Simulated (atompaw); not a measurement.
**Pseudopotential generation for Sn: PAW (atompaw), PBE**

Task: generate the file, and judge it by its logarithmic derivatives, its ghosts and its cutoff.

Program: atompaw 4.2.0.5. Reference atom: PBE, scalar-relativistic, spherical and spin-unpolarised. All values are calculated.

## Step 1: The design

The settings as typed:

```json
{"element": "tin (Sn, Z = 50)", "type": "PAW", "frozen core": "[Kr] 4d10", "valence charge": "4", "reference configuration": "5s2 5p2", "partial waves": "5s (bound): rc 2.35 bohr; 5s channel at 0.35 Ry: rc 2.75 bohr; 5p (bound): rc 2.75 bohr; 5p channel at 2.3 Ry: rc 2.75 bohr; 5d channel at 0.45 Ry: rc 2.75 bohr; 5d channel at 1.25 Ry: rc 2.75 bohr", "local potential": "troulliermartins scheme with l = 3 at 0 Ry, radius 2.05 bohr", "core correction": "smooth core density matched at 2.60 bohr", "augmentation charge": "sinc compensation charge, radius 2.25 bohr; PAW radius 2.75 bohr; waves and projectors: custom polynom2 7 10 vanderbiltortho"}
```

The nodes and maxima of the atom's own shells, from an earlier all-electron run, set the scale for the radii.

All-electron outer shells of the reference configuration (PBE, scalar-relativistic, ld1.x):

```
shell  level (eV)  outermost node (bohr)  outermost maximum (bohr)
   4p      -89.70                   0.41                      0.79
   4d      -25.84                   0.39                      0.88
   5s      -10.55                   0.98                      2.01
   5p       -3.69                   1.09                      2.55
```

## Step 2: Generation

File Sn.input:

```
Sn 50
GGA-PBE scalarrelativistic loggrid 1500 logderivrange -3 5 201
5 5 4 0 0 0
5 1 2
0 0 0
c
c
c
c
v
c
c
c
v
c
c
2
2.75 2.25 2.05 2.60
y
0.35
n
y
2.3
n
y
0.45
y
1.25
n
custom polynom2 7 10 vanderbiltortho sinc
3 0 troulliermartins
2.35
2.75
2.75
2.75
2.75
2.75
PWSCFOUT
UPFDX 0.0125d0 UPFXMIN -7.d0 UPFZMESH 50.d0
END
```

The run is started by

```
atompaw < Sn.input > Sn.log
```

Q: Predict the outcome of this session. Wanted: cutoffs for 10 and 1 mRy, occupied levels; bound ghosts; largest phase difference near zero energy, channels read; lowest eigenvalue of the overlap; share of valence orbitals outside the PAW sphere; UPF file.

The runs gave:

| quantity | value |
| --- | --- |
| cutoffs for 10 and 1 mRy, occupied levels | 15 Ry and 18 Ry |
| bound ghosts | s at -82.49 eV |
| largest phase difference near zero energy, channels read | 0.010 rad |
| lowest eigenvalue of the overlap (Bessel basis) | 0.211 (s) |
| share of valence orbitals outside the PAW sphere | 5s 29 %, 5p 59 % |
| UPF file | written |

In words: A bound ghost (s) makes it unfit for use: electrons can fall into a state that the atom doesn't have. It counts as soft on the atom at that tolerance, with 15 Ry needed at the looser tolerance. The slowest occupied level is 5s: taken alone it needs 15 Ry to come within 1 mRy, against 12 Ry for 5p. Near zero energy the phases of the channels with partial waves agree within 0.010 rad.
